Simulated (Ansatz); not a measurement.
# C2H11NOSi: the cost of one run

Program: Ansatz 0.2.0. Level of theory: RKS BLYP-D4/def2-SVP. These are calculated values, not measurements.

### Step 1. The starting structure

Bond lengths: Si1–O3 1.615 Å, O3–C4 1.392 Å, Si1–H5 1.456 Å, Si1–H6 1.468 Å, Si1–N8 2.122 Å, N8–C9 1.448 Å, C4–H10 1.093 Å, C4–H11 1.094 Å, C4–H12 1.092 Å, N8–H13 1.014 Å, C9–H14 1.093 Å, C9–H15 1.094 Å, C9–H16 1.089 Å. Angles (14 of 22 angles, heavy atoms first): Si1–O3–C4 130.6°, O3–Si1–N8 110.0°, Si1–N8–C9 119.0°, O3–Si1–H5 122.3°, O3–Si1–H6 94.2°, H5–Si1–N8 120.6°, H6–Si1–N8 95.3°, O3–C4–H10 111.4°, O3–C4–H11 110.2°, O3–C4–H12 108.2°, Si1–N8–H13 111.0°, C9–N8–H13 110.1°, N8–C9–H14 112.2°, N8–C9–H15 111.0°.

Coordinates:

```xyz
16

Si   -0.0043    1.1346    0.5605
H     1.5770    0.4452   -0.1829
O    -0.7952    1.0439   -0.8450
C    -0.3229    1.0641   -2.1540
H     0.7899    2.2972    0.9331
H    -1.2274    1.1986    1.3692
H     1.4579   -0.4121    0.2852
N     0.5565   -0.8078    1.2037
C    -0.3999   -1.8889    1.0864
H     0.5688    0.4417   -2.2663
H    -0.0733    2.0872   -2.4500
H    -1.1125    0.6879   -2.8070
H     0.9404   -0.7825    2.1421
H    -1.1946   -1.8194    1.8342
H     0.0924   -2.8602    1.1924
H    -0.8526   -1.8295    0.0982
```

### Step 2. Pulling towards end A

Springs on the bonds that form and break draw the guess towards this end; the thresholds are loose.

Contents of input.yaml:

```yaml
crystal:
  periodic: [false, false, false]
  atoms:
    - { symbol: Si, position_ang: [-0.0043, 1.1346, 0.5605] }
    - { symbol: H, position_ang: [1.577, 0.4452, -0.1829] }
    - { symbol: O, position_ang: [-0.7952, 1.0439, -0.845] }
    - { symbol: C, position_ang: [-0.3229, 1.0641, -2.154] }
    - { symbol: H, position_ang: [0.7899, 2.2972, 0.9331] }
    - { symbol: H, position_ang: [-1.2274, 1.1986, 1.3692] }
    - { symbol: H, position_ang: [1.4579, -0.4121, 0.2852] }
    - { symbol: "N", position_ang: [0.5565, -0.8078, 1.2037] }
    - { symbol: C, position_ang: [-0.3999, -1.8889, 1.0864] }
    - { symbol: H, position_ang: [0.5688, 0.4417, -2.2663] }
    - { symbol: H, position_ang: [-0.0733, 2.0872, -2.45] }
    - { symbol: H, position_ang: [-1.1125, 0.6879, -2.807] }
    - { symbol: H, position_ang: [0.9404, -0.7825, 2.1421] }
    - { symbol: H, position_ang: [-1.1946, -1.8194, 1.8342] }
    - { symbol: H, position_ang: [0.0924, -2.8602, 1.1924] }
    - { symbol: H, position_ang: [-0.8526, -1.8295, 0.0982] }
basis:
  gaussian: { orbitals: def2-SVP }
hamiltonian:
  xc: blyp
  dispersion: d4
relax:
  f_tol: 0.15
  max_steps: 25
  restrain:
    - { distance: [0, 7], at: 3.12, k: 30.0 }
    - { distance: [6, 1], at: 1.92, k: 30.0 }
    - { distance: [0, 1], at: 1.42, k: 30.0 }
    - { distance: [6, 7], at: 1.02, k: 30.0 }
```

Run with:

```console
> ansatz run input.yaml --threads 4 --pin off --max-ram 5120MiB --backend cpu --events-out ev --progress --plain --runs-dir out
```

Q: Estimate wall time and peak memory on 4 threads of Arm Neoverse N1, shared host.

About 39 s, with a peak of 0.18 GiB.
